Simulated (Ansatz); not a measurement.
# PH₃ with AsH₃: superposition error and deformation, part 2 of 3

Ansatz 0.2.0, Gaussian basis. Earlier steps stand in the parts before.

**13. CCSD(T)/def2-TZVPPD**

The inputs:

a/in.yaml

```yaml
crystal:
  periodic: [false, false, false]
  atoms:
    - {symbol: P, position_ang: [-0.299295, 0.351606, -1.750671]}
    - {symbol: H, position_ang: [0.233602, -0.929990, -2.043977]}
    - {symbol: H, position_ang: [0.970432, 0.982615, -1.796619]}
    - {symbol: H, position_ang: [-0.588684, 0.639056, -3.111739]}
basis:
  gaussian: {orbitals: "def2-TZVPPD.json"}
correlation: {method: ccsd_t}
```

b/in.yaml

```yaml
crystal:
  periodic: [false, false, false]
  atoms:
    - {symbol: As, position_ang: [0.347883, -0.360421, 1.722561]}
    - {symbol: H, position_ang: [-0.243170, 1.004880, 2.033544]}
    - {symbol: H, position_ang: [-1.017576, -1.027269, 1.751405]}
    - {symbol: H, position_ang: [0.596711, -0.660479, 3.195696]}
basis:
  gaussian: {orbitals: "def2-TZVPPD.json"}
correlation: {method: ccsd_t}
```

One command serves all of them, each in its own folder.

Launch:

```bash
$ ansatz run in.yaml --threads 4 --pin off --events-out ev --progress --plain --max-ram 9574MiB
```

a printed (excerpt; [...] marks lines left out):

```text
Functional definition: HF
  name "HF"
  cite "Fock, Z. Phys. 61, 126 (1930) doi:10.1007/BF01340294"
  parent pbe
[...]
541 factors; integrals over basis functions are off by at most 1.0e-3 eV
[...]
mean field -9319.46523322 eV, -342.4840303603 hartree, gradient 1.8e-6 eV, S^2 0.000000; 0 other end points of the search recorded, 0 dependent functions left out
5 core orbitals not correlated: weight in the atoms' cores, before any rotation towards them, 1.000 or more for the frozen orbitals, at most 0.000 for the correlated occupied ones
reference -9319.46523322 eV, -342.4840303603 hartree; 4, 4 occupied and 90, 90 virtual orbitals, 541 factors
second order -4.65865569 eV of doubles, -0.00000000 eV of singles
cycle   1  -5.21689260 eV  change   -5.6e-1 eV  update   5.8e-2
[...]
cycle   9  -5.43387959 eV  change    2.6e-6 eV  update   3.6e-6
perturbative correction -0.18759630 eV, -0.0068940368 hartree
Total energy: -9325.08670911 eV, -342.6906157889 hartree
```

Output in b (excerpt; [...] marks lines left out):

```text
[... 4 set-up lines as earlier in the session ...]
[...]
602 factors; integrals over basis functions are off by at most 7.8e-4 eV
[...]
mean field -60842.80374640 eV, -2235.9317969466 hartree, gradient 2.7e-6 eV, S^2 0.000000; 0 other end points of the search recorded, 0 dependent functions left out
9 core orbitals not correlated: weight in the atoms' cores, before any rotation towards them, 1.000 or more for the frozen orbitals, at most 0.000 for the correlated occupied ones
reference -60842.80374640 eV, -2235.9317969466 hartree; 9, 9 occupied and 87, 87 virtual orbitals, 602 factors
second order -7.85988535 eV of doubles, -0.00000000 eV of singles
cycle   1  -8.03221255 eV  change   -1.7e-1 eV  update   6.8e-2
[...]
cycle   8  -8.34334575 eV  change   -1.6e-5 eV  update   1.8e-5
perturbative correction -0.26762487 eV, -0.0098350324 hartree
Total energy: -60851.41471701 eV, -2236.2482442799 hartree
```

Wall times: 0.7 s (a), 1.8 s (b) on 4 threads of AMD EPYC 7R43, shared host.

**14. Relaxing PH₃ alone**

File relax-a/in.yaml:

```yaml
crystal:
  periodic: [false, false, false]
  atoms:
    - {symbol: P, position_ang: [-0.299295, 0.351606, -1.750671]}
    - {symbol: H, position_ang: [0.233602, -0.929990, -2.043977]}
    - {symbol: H, position_ang: [0.970432, 0.982615, -1.796619]}
    - {symbol: H, position_ang: [-0.588684, 0.639056, -3.111739]}
basis:
  gaussian: {orbitals: def2-TZVP}
hamiltonian: {xc: pbe0, dispersion: d4}
relax: {f_tol: 0.005, max_steps: 200}
```

Launch:

```bash
$ ansatz run in.yaml --threads 4 --pin off --events-out ev --progress --plain --max-ram 9574MiB
```

Standard output (excerpt; [...] marks lines left out):

```text
[... 5 set-up lines as earlier in the session ...]
[...]
414 factors; their error is unknown
[...]
mean field -9333.94151156 eV, -343.0160237770 hartree, gradient 5.0e-5 eV, S^2 0.000000; 0 other end points of the search recorded, 0 dependent functions left out
[...]
Total energy: -9333.96568182 eV, -343.0169120179 hartree
Atom 0 at    -0.302366     0.352360    -1.747453 Å, force    -0.000112     0.000157    -0.000904 eV/Å
Atom 1 at     0.233625    -0.927889    -2.046492 Å, force    -0.000040    -0.000068     0.000023 eV/Å
Atom 2 at     0.969257     0.981653    -1.799558 Å, force     0.000015     0.000072     0.000039 eV/Å
Atom 3 at    -0.584461     0.637163    -3.109503 Å, force     0.000138    -0.000160     0.000843 eV/Å
Dipole moment:     0.095358    -0.022889    -0.107076 e Å
```

It took 1.1 s on 4 threads of AMD EPYC 7R43, shared host.

Step by step:

```tsv
step	energy from step 1 (eV)	largest force component (eV/Å)
1	0.0000	0.0641
2	-0.0003	0.0124
3	-0.0003	0.0129
4	-0.0003	0.0009
```

Close pairs (by a distance rule), those that changed most:

```tsv
bond	before (Å)	after (Å)	change (Å)
P1–H3	1.419	1.420	+0.001
P1–H2	1.419	1.420	+0.001
P1–H4	1.421	1.420	-0.001
```

**15. Relaxing AsH₃ alone**

File relax-b/in.yaml:

```yaml
crystal:
  periodic: [false, false, false]
  atoms:
    - {symbol: As, position_ang: [0.347883, -0.360421, 1.722561]}
    - {symbol: H, position_ang: [-0.243170, 1.004880, 2.033544]}
    - {symbol: H, position_ang: [-1.017576, -1.027269, 1.751405]}
    - {symbol: H, position_ang: [0.596711, -0.660479, 3.195696]}
basis:
  gaussian: {orbitals: def2-TZVP}
hamiltonian: {xc: pbe0, dispersion: d4}
relax: {f_tol: 0.005, max_steps: 200}
```

Launch:

```bash
$ ansatz run in.yaml --threads 4 --pin off --events-out ev --progress --plain --max-ram 9574MiB
```

Standard output (excerpt; [...] marks lines left out):

```text
[... 5 set-up lines as earlier in the session ...]
[...]
555 factors; their error is unknown
[...]
mean field -60882.34359866 eV, -2237.3848597162 hartree, gradient 5.3e-6 eV, S^2 0.000000; 0 other end points of the search recorded, 0 dependent functions left out
[...]
Total energy: -60882.37107486 eV, -2237.3858694476 hartree
Atom 0 at     0.351894    -0.361657     1.719511 Å, force    -0.000268     0.000054    -0.000108 eV/Å
Atom 1 at    -0.243506     1.002339     2.036538 Å, force     0.000130     0.000071     0.000004 eV/Å
Atom 2 at    -1.016675    -1.025957     1.754579 Å, force     0.000095    -0.000109    -0.000053 eV/Å
Atom 3 at     0.592135    -0.658013     3.192578 Å, force     0.000043    -0.000017     0.000157 eV/Å
Dipole moment:    -0.048205     0.011280     0.051054 e Å
```

It took 2.1 s on 4 threads of AMD EPYC 7R43, shared host.

Relaxation path:

```tsv
step	energy from step 1 (eV)	largest force component (eV/Å)
1	0.0000	0.0791
2	-0.0003	0.0237
3	-0.0002	0.0478
4	-0.0004	0.0071
5	-0.0004	0.0003
```

Close pairs (by a distance rule), those that changed most:

```tsv
bond	before (Å)	after (Å)	change (Å)
As1–H4	1.524	1.522	-0.002
As1–H3	1.520	1.522	+0.002
As1–H2	1.520	1.522	+0.002
```

**16. PBE-D4/def2-TZVPPD**

File free-a/in.yaml:

```yaml
crystal:
  periodic: [false, false, false]
  atoms:
    - {symbol: P, position_ang: [-0.302366, 0.352360, -1.747453]}
    - {symbol: H, position_ang: [0.233625, -0.927889, -2.046492]}
    - {symbol: H, position_ang: [0.969257, 0.981653, -1.799558]}
    - {symbol: H, position_ang: [-0.584461, 0.637163, -3.109503]}
basis:
  gaussian: {orbitals: "def2-TZVPPD.json"}
hamiltonian: {xc: pbe, dispersion: d4}
```

File free-b/in.yaml:

```yaml
crystal:
  periodic: [false, false, false]
  atoms:
    - {symbol: As, position_ang: [0.351894, -0.361657, 1.719511]}
    - {symbol: H, position_ang: [-0.243506, 1.002339, 2.036538]}
    - {symbol: H, position_ang: [-1.016675, -1.025957, 1.754579]}
    - {symbol: H, position_ang: [0.592135, -0.658013, 3.192578]}
basis:
  gaussian: {orbitals: "def2-TZVPPD.json"}
hamiltonian: {xc: pbe, dispersion: d4}
```

The same command starts each run, in its folder.

Launch:

```bash
$ ansatz run in.yaml --threads 4 --pin off --events-out ev --progress --plain --max-ram 9574MiB
```

free-a printed (excerpt; [...] marks lines left out):

```text
[... 4 set-up lines as earlier in the session ...]
[...]
493 factors; their error is unknown
[...]
mean field -9333.07408057 eV, -342.9841462761 hartree, gradient 2.0e-5 eV, S^2 0.000000; 0 other end points of the search recorded, 0 dependent functions left out
reference -9333.07411130 eV, -342.9841474055 hartree; 9, 9 occupied and 90, 90 virtual orbitals, 493 factors
Total energy: -9333.10352750 eV, -342.9852284308 hartree
```

Log of free-b (excerpt; [...] marks lines left out):

```text
[... 4 set-up lines as earlier in the session ...]
[...]
584 factors; their error is unknown
[...]
mean field -60880.52069219 eV, -2237.3178691391 hartree, gradient 3.7e-5 eV, S^2 0.000000; 0 other end points of the search recorded, 0 dependent functions left out
reference -60880.52072168 eV, -2237.3178702225 hartree; 18, 18 occupied and 87, 87 virtual orbitals, 584 factors
Total energy: -60880.55394306 eV, -2237.3190910859 hartree
```

They took 0.3 s (free-a), 0.4 s (free-b) on 4 threads of AMD EPYC 7R43, shared host.

**17. r2SCAN-D4/def2-TZVPPD**

Each input of step 16 (free-a, free-b) changes in the same lines:

```diff
-hamiltonian: {xc: pbe, dispersion: d4}
+hamiltonian: {xc: r2scan, dispersion: d4}
```

One command serves all of them, each in its own folder.

Launch:

```bash
$ ansatz run in.yaml --threads 4 --pin off --events-out ev --progress --plain --max-ram 9574MiB
```

free-a printed (excerpt; [...] marks lines left out):

```text
[... 5 set-up lines as earlier in the session ...]
[...]
493 factors; their error is unknown
[...]
mean field -9336.79394841 eV, -343.1208488979 hartree, gradient 6.6e-6 eV, S^2 0.000000; 0 other end points of the search recorded, 0 dependent functions left out
reference -9336.79395674 eV, -343.1208492038 hartree; 9, 9 occupied and 90, 90 virtual orbitals, 493 factors
Total energy: -9336.80052974 eV, -343.1210907571 hartree
```

free-b printed (excerpt; [...] marks lines left out):

```text
[... 5 set-up lines as earlier in the session ...]
[...]
584 factors; their error is unknown
[...]
mean field -60889.56854550 eV, -2237.6503716152 hartree, gradient 3.1e-5 eV, S^2 0.000000; 0 other end points of the search recorded, 0 dependent functions left out
reference -60889.56855368 eV, -2237.6503719156 hartree; 18, 18 occupied and 87, 87 virtual orbitals, 584 factors
Total energy: -60889.57579876 eV, -2237.6506381676 hartree
```

Wall times: 0.6 s (free-a), 0.8 s (free-b) on 4 threads of AMD EPYC 7R43, shared host.

**18. PBE0-D4/def2-TZVPPD**

The same edit goes into each in.yaml of step 17 (free-a, free-b):

```diff
-hamiltonian: {xc: r2scan, dispersion: d4}
+hamiltonian: {xc: pbe0, dispersion: d4}
+output: {orbitals: {seedname: orbitals}}
```

One command serves all of them, each in its own folder.

Launch:

```bash
$ ansatz run in.yaml --threads 4 --pin off --events-out ev --progress --plain --max-ram 9574MiB
```

Log of free-a (excerpt; [...] marks lines left out):

```text
[... 5 set-up lines as earlier in the session ...]
[...]
517 factors; their error is unknown
[...]
mean field -9333.97140222 eV, -343.0171222386 hartree, gradient 1.3e-5 eV, S^2 0.000000; 0 other end points of the search recorded, 0 dependent functions left out
reference -9333.97142523 eV, -343.0171230842 hartree; 9, 9 occupied and 90, 90 virtual orbitals, 517 factors
Total energy: -9333.99528773 eV, -343.0180000149 hartree
```

Output in free-b (excerpt; [...] marks lines left out):

```text
[... 5 set-up lines as earlier in the session ...]
[...]
614 factors; their error is unknown
[...]
mean field -60882.37618741 eV, -2237.3860573307 hartree, gradient 3.7e-5 eV, S^2 0.000000; 0 other end points of the search recorded, 0 dependent functions left out
reference -60882.37621036 eV, -2237.3860581741 hartree; 18, 18 occupied and 87, 87 virtual orbitals, 614 factors
Total energy: -60882.40329169 eV, -2237.3870533945 hartree
```

Wall times: 0.3 s (free-a), 0.5 s (free-b) on 4 threads of AMD EPYC 7R43, shared host.

**19. B3LYP-D4/def2-TZVPPD**

The same edit goes into each in.yaml of step 18 (free-a, free-b):

```diff
-hamiltonian: {xc: pbe0, dispersion: d4}
-output: {orbitals: {seedname: orbitals}}
+hamiltonian: {xc: {name: B3LYP}, dispersion: d4}
```

One command serves all of them, each in its own folder.

Launch:

```bash
$ ansatz run in.yaml --threads 4 --pin off --events-out ev --progress --plain --max-ram 9574MiB
```

Output in free-a (excerpt; [...] marks lines left out):

```text
[... 6 set-up lines as earlier in the session ...]
[...]
512 factors; their error is unknown
[...]
mean field -9338.34270375 eV, -343.1777646069 hartree, gradient 1.3e-5 eV, S^2 0.000000; 0 other end points of the search recorded, 0 dependent functions left out
reference -9338.34290020 eV, -343.1777718261 hartree; 9, 9 occupied and 90, 90 virtual orbitals, 512 factors
Total energy: -9338.39067352 eV, -343.1795274634 hartree
```

free-b printed (excerpt; [...] marks lines left out):

```text
[... 6 set-up lines as earlier in the session ...]
[...]
609 factors; their error is unknown
[...]
mean field -60891.23719179 eV, -2237.7116932352 hartree, gradient 3.9e-5 eV, S^2 0.000000; 0 other end points of the search recorded, 0 dependent functions left out
reference -60891.23738391 eV, -2237.7117002958 hartree; 18, 18 occupied and 87, 87 virtual orbitals, 609 factors
Total energy: -60891.29170423 eV, -2237.7136965307 hartree
```

Wall times: 0.4 s (free-a), 0.6 s (free-b) on 4 threads of AMD EPYC 7R43, shared host.

**20. wB97X-V/def2-TZVPPD**

The same edit goes into each in.yaml of step 19 (free-a, free-b):

```diff
-hamiltonian: {xc: {name: B3LYP}, dispersion: d4}
+hamiltonian: {xc: {name: wB97X-V}}
```

One command serves all of them, each in its own folder.

Launch:

```bash
$ ansatz run in.yaml --threads 4 --pin off --events-out ev --progress --plain --max-ram 9574MiB
```

Log of free-a (excerpt; [...] marks lines left out):

```text
[... 5 set-up lines as earlier in the session ...]
[...]
      + integral(e_c_pw_opposite_spin*poly(b97_u_opposite, cos0, cos1)) + vv10(b, c)
502 factors; their error is unknown
148 factors; integrals over basis functions are off by at most 2.1e-5 eV
[...]
mean field -9336.12226561 eV, -343.0961650100 hartree, gradient 7.5e-6 eV, S^2 0.000000; 0 other end points of the search recorded, 0 dependent functions left out
reference -9336.12226419 eV, -343.0961649581 hartree; 9, 9 occupied and 90, 90 virtual orbitals, 502 factors
Total energy: -9336.12226419 eV, -343.0961649581 hartree
```

free-b printed (excerpt; [...] marks lines left out):

```text
[... 5 set-up lines as earlier in the session ...]
[...]
      + integral(e_c_pw_opposite_spin*poly(b97_u_opposite, cos0, cos1)) + vv10(b, c)
602 factors; their error is unknown
154 factors; integrals over basis functions are off by at most 1.9e-5 eV
[...]
mean field -60884.23923001 eV, -2237.4545228833 hartree, gradient 3.5e-5 eV, S^2 0.000000; 0 other end points of the search recorded, 0 dependent functions left out
reference -60884.23922859 eV, -2237.4545228310 hartree; 18, 18 occupied and 87, 87 virtual orbitals, 602 factors
Total energy: -60884.23922859 eV, -2237.4545228310 hartree
```

They took 0.8 s (free-a), 1.2 s (free-b) on 4 threads of AMD EPYC 7R43, shared host.

**21. wB97M-V/def2-TZVPPD**

Each input of step 20 (free-a, free-b) changes in the same lines:

```diff
-hamiltonian: {xc: {name: wB97X-V}}
+hamiltonian: {xc: {name: wB97M-V}}
```

The same command starts each run, in its folder.

Launch:

```bash
$ ansatz run in.yaml --threads 4 --pin off --events-out ev --progress --plain --max-ram 9574MiB
```

free-a printed (excerpt; [...] marks lines left out):

```text
[... 5 set-up lines as earlier in the session ...]
  # Of w^i u^j: cxij and so on, Table III.
[...]
  gx(w, u) = 1 - cx + cx01*u + cx10*w
[...]
      + integral(e_c_pw_mod_opposite_spin*gos(b97_w_opposite, b97_u_opposite)) + vv10(b, c)
502 factors; their error is unknown
148 factors; integrals over basis functions are off by at most 2.1e-5 eV
[...]
mean field -9336.66149102 eV, -343.1159811784 hartree, gradient 4.3e-5 eV, S^2 0.000000; 0 other end points of the search recorded, 0 dependent functions left out
reference -9336.66152545 eV, -343.1159824436 hartree; 9, 9 occupied and 90, 90 virtual orbitals, 502 factors
Total energy: -9336.66152545 eV, -343.1159824436 hartree
```

free-b printed (excerpt; [...] marks lines left out):

```text
[... 5 set-up lines as earlier in the session ...]
  # Of w^i u^j: cxij and so on, Table III.
[...]
  gx(w, u) = 1 - cx + cx01*u + cx10*w
[...]
      + integral(e_c_pw_mod_opposite_spin*gos(b97_w_opposite, b97_u_opposite)) + vv10(b, c)
595 factors; their error is unknown
154 factors; integrals over basis functions are off by at most 1.9e-5 eV
[...]
mean field -60886.06676412 eV, -2237.5216835229 hartree, gradient 3.7e-5 eV, S^2 0.000000; 0 other end points of the search recorded, 0 dependent functions left out
reference -60886.06679911 eV, -2237.5216848091 hartree; 18, 18 occupied and 87, 87 virtual orbitals, 595 factors
Total energy: -60886.06679911 eV, -2237.5216848091 hartree
```

They took 0.9 s (free-a), 1.3 s (free-b) on 4 threads of AMD EPYC 7R43, shared host.

**22. B2PLYP/def2-TZVPPD**

Each input of step 21 (free-a, free-b) changes in the same lines:

```diff
-hamiltonian: {xc: {name: wB97M-V}}
+hamiltonian: {xc: {name: B2PLYP}}
```

The same command starts each run, in its folder.

Launch:

```bash
$ ansatz run in.yaml --threads 4 --pin off --events-out ev --progress --plain --max-ram 9574MiB
```

Log of free-a (excerpt; [...] marks lines left out):

```text
[... 5 set-up lines as earlier in the session ...]
[...]
541 factors; integrals over basis functions are off by at most 1.0e-3 eV
[...]
mean field -9332.56967737 eV, -342.9656098004 hartree, gradient 1.9e-6 eV, S^2 0.000000; 0 other end points of the search recorded, 0 dependent functions left out
5 core orbitals not correlated: weight in the atoms' cores, before any rotation towards them, 1.000 or more for the frozen orbitals, at most 0.000 for the correlated occupied ones
reference -9332.56980168 eV, -342.9656143688 hartree; 4, 4 occupied and 90, 90 virtual orbitals, 541 factors
second order -5.75298020 eV of doubles, -0.00000000 eV of singles
Total energy: -9334.12310634 eV, -343.0226972620 hartree
```

Log of free-b (excerpt; [...] marks lines left out):

```text
[... 5 set-up lines as earlier in the session ...]
[...]
602 factors; integrals over basis functions are off by at most 7.7e-4 eV
[...]
mean field -60877.06312962 eV, -2237.1908060582 hartree, gradient 8.7e-6 eV, S^2 0.000000; 0 other end points of the search recorded, 0 dependent functions left out
9 core orbitals not correlated: weight in the atoms' cores, before any rotation towards them, 1.000 or more for the frozen orbitals, at most 0.000 for the correlated occupied ones
reference -60877.06325462 eV, -2237.1908106516 hartree; 9, 9 occupied and 87, 87 virtual orbitals, 602 factors
second order -9.50612657 eV of doubles, -0.00000000 eV of singles
Total energy: -60879.62990879 eV, -2237.2851334527 hartree
```

Times: 0.55 s (free-a), 0.85 s (free-b) on 4 threads of AMD EPYC 7R43, shared host.

**23. BLYP-D4/def2-TZVPPD**

The same edit goes into each in.yaml of step 22 (free-a, free-b):

```diff
-hamiltonian: {xc: {name: B2PLYP}}
+hamiltonian: {xc: {name: BLYP}, dispersion: d4}
```

The same command starts each run, in its folder.

Launch:

```bash
$ ansatz run in.yaml --threads 4 --pin off --events-out ev --progress --plain --max-ram 9574MiB
```

free-a printed (excerpt; [...] marks lines left out):

```text
[... 4 set-up lines as earlier in the session ...]
[...]
493 factors; their error is unknown
[...]
mean field -9337.42854763 eV, -343.1441699889 hartree, gradient 1.8e-5 eV, S^2 0.000000; 0 other end points of the search recorded, 0 dependent functions left out
reference -9337.42880658 eV, -343.1441795053 hartree; 9, 9 occupied and 90, 90 virtual orbitals, 493 factors
Total energy: -9337.49835994 eV, -343.1467355440 hartree
```

free-b printed (excerpt; [...] marks lines left out):

```text
[... 4 set-up lines as earlier in the session ...]
[...]
584 factors; their error is unknown
[...]
mean field -60891.03212082 eV, -2237.7041570160 hartree, gradient 2.0e-5 eV, S^2 0.000000; 0 other end points of the search recorded, 0 dependent functions left out
reference -60891.03236942 eV, -2237.7041661520 hartree; 18, 18 occupied and 87, 87 virtual orbitals, 584 factors
Total energy: -60891.11002835 eV, -2237.7070200649 hartree
```

Times: 0.4 s (free-a), 0.5 s (free-b) on 4 threads of AMD EPYC 7R43, shared host.

**24. revPBE-D4/def2-TZVPPD**

Each input of step 23 (free-a, free-b) changes in the same lines:

```diff
-hamiltonian: {xc: {name: BLYP}, dispersion: d4}
+hamiltonian: {xc: {name: revPBE}, dispersion: d4}
```

Each run has its own folder and the same command.

Launch:

```bash
$ ansatz run in.yaml --threads 4 --pin off --events-out ev --progress --plain --max-ram 9574MiB
```

Log of free-a (excerpt; [...] marks lines left out):

```text
[... 4 set-up lines as earlier in the session ...]
[...]
493 factors; their error is unknown
[...]
mean field -9335.90649302 eV, -343.0882355140 hartree, gradient 5.8e-5 eV, S^2 0.000000; 0 other end points of the search recorded, 0 dependent functions left out
reference -9335.90653117 eV, -343.0882369157 hartree; 9, 9 occupied and 90, 90 virtual orbitals, 493 factors
Total energy: -9336.02267859 eV, -343.0925052548 hartree
```

Output in free-b (excerpt; [...] marks lines left out):

```text
[... 4 set-up lines as earlier in the session ...]
[...]
584 factors; their error is unknown
[...]
mean field -60885.10027595 eV, -2237.4861657380 hartree, gradient 1.2e-5 eV, S^2 0.000000; 0 other end points of the search recorded, 0 dependent functions left out
reference -60885.10031233 eV, -2237.4861670750 hartree; 18, 18 occupied and 87, 87 virtual orbitals, 584 factors
Total energy: -60885.22158768 eV, -2237.4906238617 hartree
```

They took 0.3 s (free-a), 0.4 s (free-b) on 4 threads of AMD EPYC 7R43, shared host.

(Continued in part 3 of 3.)
